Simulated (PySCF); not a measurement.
# C₄H₁₂AsBO₂: magnetic properties

Aim: compute the magnetic properties of C₄H₁₂AsBO₂ (`CCCOB([AsH2])OC`).

Programs: PySCF 2.14.0, with routines of our own; each step states its level. All values are computed. Atoms count from 0.

## Step 1: The starting structure

20 atoms, charge 0, multiplicity 1; geometry from: GFN2-xTB.

## Step 2: Magnetic properties: GIAO BHandHLYP/pcSseg-1

Job settings and geometry (Å):

```
{"job": {"kind": "mag", "xc": "BHandHLYP", "basis": "pcSseg-1", "isotopologues": 2}, "charge": 0, "multiplicity": 1}
C      3.435988     0.534447    -0.065962
C      2.297290    -0.476345    -0.072833
C      0.936887     0.205188     0.028463
O     -0.082040    -0.779073     0.008732
B     -1.395082    -0.495389     0.115702
As    -2.567854    -2.170427     0.119892
O     -1.774162     0.797446     0.250819
C     -3.098392     1.225452     0.404238
H      3.417775     1.126392     0.846514
H      4.393343     0.022929    -0.125500
H      3.353222     1.211042    -0.913637
H      2.323814    -1.064506    -0.991985
H      2.404611    -1.167179     0.765513
H      0.860982     0.783200     0.957512
H      0.786246     0.894684    -0.811081
H     -3.343769    -1.764253    -1.111445
H     -1.611130    -2.921182    -0.745121
H     -3.204898     1.718572     1.373969
H     -3.332656     1.943211    -0.385803
H     -3.805325     0.386471     0.348978
```

With the program's defaults for keys left out, this is: GIAO BHandHLYP/pcSseg-1 magnetisability, rotational g tensor and spin-rotation constants, non-relativistic, gas phase.

Command:

```console
> OMP_NUM_THREADS=1 python excited_run.py task.json out
```

One launch serves the whole session: the jobs run in the order shown.

Output:

```text
coarse grid: 73256 points
cycle   1  E = -2570.3042404245  dE =  1.990e-01  |g| = 9.185e-01  |ddm| = 3.768e+00
cycle   2  E = -2570.2991005196  dE =  5.140e-03  |g| = 8.793e-01  |ddm| = 1.010e+00
cycle   3  E = -2570.4180106701  dE = -1.189e-01  |g| = 1.163e-01  |ddm| = 6.143e-01
cycle   4  E = -2570.4202443692  dE = -2.234e-03  |g| = 2.970e-02  |ddm| = 8.059e-02
cycle   5  E = -2570.4203775675  dE = -1.332e-04  |g| = 7.258e-03  |ddm| = 2.446e-02
cycle   6  E = -2570.4203876189  dE = -1.005e-05  |g| = 2.424e-03  |ddm| = 7.618e-03
cycle   7  E = -2570.4203886856  dE = -1.067e-06  |g| = 6.567e-04  |ddm| = 2.009e-03
final grid: 156000 points
cycle   8  E = -2570.4203013359  dE = -2.928e-08  |g| = 7.699e-04  |ddm| = 1.405e-03
cycle   9  E = -2570.4203012833  dE =  5.261e-08  |g| = 9.653e-04  |ddm| = 1.031e-03
cycle  10  E = -2570.4203014377  dE = -1.544e-07  |g| = 4.834e-05  |ddm| = 5.678e-04
cycle  11  E = -2570.4203014382  dE = -4.998e-10  |g| = 9.333e-06  |ddm| = 4.669e-05
converged SCF energy = -2570.4203014382

Magnetisability tensor (1e-30 J/T^2)
    -1741.87      -21.47       -8.16
      -21.47    -1640.67      -20.64
       -8.16      -20.64    -1638.33
isotropic -1673.62   principal values   -1747.62  -1655.11  -1618.14
isotropic susceptibility -100.788 1e-6 cm^3/mol

Inertial axes            a          b          c
rot. const./GHz      2.1547     0.5738     0.4602
chi total          -104.946    -98.870    -98.548
chi diamagnetic    -690.248  -2188.787  -2696.649
chi paramagnetic    585.302   2089.917   2598.101
quadrupole/D A       -0.133      1.767     -1.634
g nuclear            0.5887     0.5604     0.5597
g electronic        -0.5925    -0.5633    -0.5617
g total             -0.0038    -0.0029    -0.0020

Spin-rotation constants (kHz, H = +C I.J)
atom  isotope        aa         bb         cc
  4    11B        0.615      0.168      0.095
  5   75As        1.949      0.506      0.525
  8     1H       -0.229     -0.039     -0.015
  9     1H       -0.110     -0.021     -0.051
 10     1H       -0.226     -0.044     -0.011
 11     1H       -0.233     -0.032     -0.011
 12     1H       -0.231     -0.035     -0.008
 13     1H       -0.216     -0.028     -0.001
 14     1H       -0.216     -0.031      0.001
 15     1H       -0.186     -0.055     -0.006
 16     1H       -0.190     -0.016     -0.037
 17     1H       -0.232     -0.032      0.005
 18     1H       -0.231     -0.024     -0.002
 19     1H        0.031     -0.036     -0.051
  0    13C*       0.276      0.075      0.062
  1    13C*       0.331      0.086      0.079
  2    13C*       0.388      0.130      0.114
  3    17O*      -0.388     -0.133     -0.045
  6    17O*      -0.528     -0.095     -0.017
  7    13C*       0.370      0.111      0.105
* in the singly substituted isotopologue

Isotopologues: g along a, b, c
2H    at 8,9,10,11,12,1    -0.0034    -0.0026    -0.0018
13C   at 0                 -0.0038    -0.0029    -0.0020
```

It took 91 s on 1 thread of Arm Neoverse N1, shared host; peak memory 1.1 GiB.

From this job:

```
              quantity                      value
       magnetisability           -1674·10⁻³⁰ J/T²
  molar susceptibility        -100.8·10⁻⁶ cm³/mol
rotational g (a, b, c)  -0.0038, -0.0029, -0.0020
```

## Step 3: Magnetic properties: GIAO B97-D/6-31G in acetonitrile, grid 1

Settings changed since step 2:

```diff
@@ -1,2 +1,2 @@
-{"job": {"kind": "mag", "xc": "BHandHLYP", "basis": "pcSseg-1", "isotopologues": 2}, "charge": 0, "multiplicity": 1}
+{"job": {"kind": "mag", "xc": "B97-D", "basis": "6-31G", "grid": 1, "solvent": "acetonitrile"}, "charge": 0, "multiplicity": 1}
 C      3.435988     0.534447    -0.065962
```

Level: GIAO B97-D/6-31G magnetisability, non-relativistic, IEF-PCM acetonitrile.

Output:

```text
final grid: 73256 points
cycle   1  E = -2571.1405821882  dE =  5.547e-02  |g| = 9.902e-01  |ddm| = 4.094e+00
cycle   2  E = -2570.7115875539  dE =  4.290e-01  |g| = 1.758e+00  |ddm| = 2.491e+00
cycle   3  E = -2571.3262439862  dE = -6.147e-01  |g| = 2.125e-01  |ddm| = 1.722e+00
cycle   4  E = -2571.3352730664  dE = -9.029e-03  |g| = 4.027e-02  |ddm| = 2.363e-01
cycle   5  E = -2571.3355807539  dE = -3.077e-04  |g| = 1.566e-02  |ddm| = 4.923e-02
cycle   6  E = -2571.3356400889  dE = -5.934e-05  |g| = 4.605e-03  |ddm| = 2.104e-02
cycle   7  E = -2571.3356429625  dE = -2.874e-06  |g| = 2.715e-03  |ddm| = 5.307e-03
cycle   8  E = -2571.3356444228  dE = -1.460e-06  |g| = 2.081e-04  |ddm| = 2.294e-03
cycle   9  E = -2571.3356444330  dE = -1.023e-08  |g| = 5.303e-05  |ddm| = 3.345e-04
cycle  10  E = -2571.3356444337  dE = -6.899e-10  |g| = 1.953e-05  |ddm| = 8.075e-05
converged SCF energy = -2571.3356444337

Magnetisability tensor (1e-30 J/T^2)
    -1714.84      -25.02       -9.26
      -25.02    -1616.26      -16.93
       -9.26      -16.93    -1622.00
isotropic -1651.03   principal values   -1722.52  -1630.35  -1600.22
isotropic susceptibility -99.428 1e-6 cm^3/mol

Inertial axes            a          b          c
rot. const./GHz      2.1547     0.5738     0.4602
chi total          -103.477    -97.207    -97.599
chi diamagnetic    -687.889  -2186.280  -2693.275
chi paramagnetic    584.412   2089.073   2595.676
quadrupole/D A        0.525      2.174     -2.700
```

It took 26 s on 1 thread of Arm Neoverse N1, shared host; peak memory 0.83 GiB.

Key values:

```
            quantity               value
     magnetisability    -1651·10⁻³⁰ J/T²
molar susceptibility  -99.4·10⁻⁶ cm³/mol
```

## Step 4: Summary of results

| quantity | value |
| --- | --- |
| magnetisability (step 2, GIAO BHandHLYP/pcSseg-1) | -1674·10⁻³⁰ J/T² |
| molar susceptibility (step 2, GIAO BHandHLYP/pcSseg-1) | -100.8·10⁻⁶ cm³/mol |
| rotational g (a, b, c) (step 2, GIAO BHandHLYP/pcSseg-1) | -0.0038, -0.0029, -0.0020 |

**Reading.** Steps that list no spin-orbit terms leave them out, which matters at and beside the heavy atoms. Vibrational averaging and real surroundings are missing from these values.
